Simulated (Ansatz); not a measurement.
# CH₄OTe: functionals against CCSD(T) at one geometry

One table from this session's results is given with a row withheld; the runs are named, their logs left out.

The runs use Ansatz 0.2.0, Gaussian basis; single points in def2-TZVPP.

Correlated methods freeze the cores. Filled d shells of the heavier atoms are correlated. Core potentials replace the inner electrons past krypton, and spin-orbit coupling is left out. B3LYP uses VWN-RPA correlation.

## Where the work starts

SMILES `C[Te]O`, 7 atoms, charge 0, spin multiplicity 1.

Atoms are counted from 1 here; the program's logs count them from 0.

Bond lengths: C1–Te2 2.076 Å, C1–H4 1.164 Å, C1–H5 1.077 Å, C1–H6 1.120 Å, Te2–O3 2.043 Å, O3–H7 0.718 Å. Angles: Te2–C1–H4 98.7°, Te2–C1–H5 98.8°, Te2–C1–H6 108.9°, H4–C1–H5 92.1°, H4–C1–H6 122.2°, H5–C1–H6 130.2°, C1–Te2–O3 94.1°, Te2–O3–H7 111.3°.

Coordinates:

```xyz
7

C    -0.6141    0.8981   -0.0817
Te    0.7496   -0.1824   -1.2136
O     1.5090   -1.1906    0.3928
H    -1.3598    0.0380    0.1635
H    -1.2378    1.2638   -0.8793
H    -0.0610    1.4547    0.7170
H     1.3237   -1.8840    0.3771
```

Set-up of the first run:

run/in.yaml reads:

```yaml
crystal:
  periodic: [false, false, false]
  atoms:
    - {symbol: C, position_ang: [-0.614100, 0.898100, -0.081700]}
    - {symbol: Te, position_ang: [0.749600, -0.182400, -1.213600]}
    - {symbol: O, position_ang: [1.509000, -1.190600, 0.392800]}
    - {symbol: H, position_ang: [-1.359800, 0.038000, 0.163500]}
    - {symbol: H, position_ang: [-1.237800, 1.263800, -0.879300]}
    - {symbol: H, position_ang: [-0.061000, 1.454700, 0.717000]}
    - {symbol: H, position_ang: [1.323700, -1.884000, 0.377100]}
basis:
  gaussian: {orbitals: def2-TZVPP}
correlation: {method: ccsd_t}
output: {forces: true}
```

The command line of these runs was not kept.

Among the steps run: CCSD(T)/def2-TZVPP; PBE0-D4/def2-TZVPP; wB97M-V/def2-TZVPP; r2SCAN-D4/def2-TZVPP; PBE-D4/def2-TZVPP; B3LYP-D4/def2-TZVPP; CAM-B3LYP-D4/def2-TZVPP.

One of the session's tables, all rows but one given; the rest of the session is left out.

```
      method  RMS force component (eV/Å)  angle to CCSD(T) forces (°)  dipole (D)
     CCSD(T)                      10.022                    reference        2.09
     PBE0-D4                           ?                            ?           ?
     wB97M-V                       9.976                          0.4        2.17
   r2SCAN-D4                       9.971                          0.4        2.07
      PBE-D4                      10.093                          1.2        1.99
    B3LYP-D4                       9.930                          0.7        2.12
CAM-B3LYP-D4                       9.958                          0.4        2.21
```

Q: Estimate the row for PBE0-D4 from the others.

As computed: RMS force component (eV/Å): 10.001; angle to CCSD(T) forces (°): 0.2; dipole (D): 2.12. In the column «RMS force component (eV/Å)» it lies between wB97M-V (9.976) and CCSD(T) (10.022).
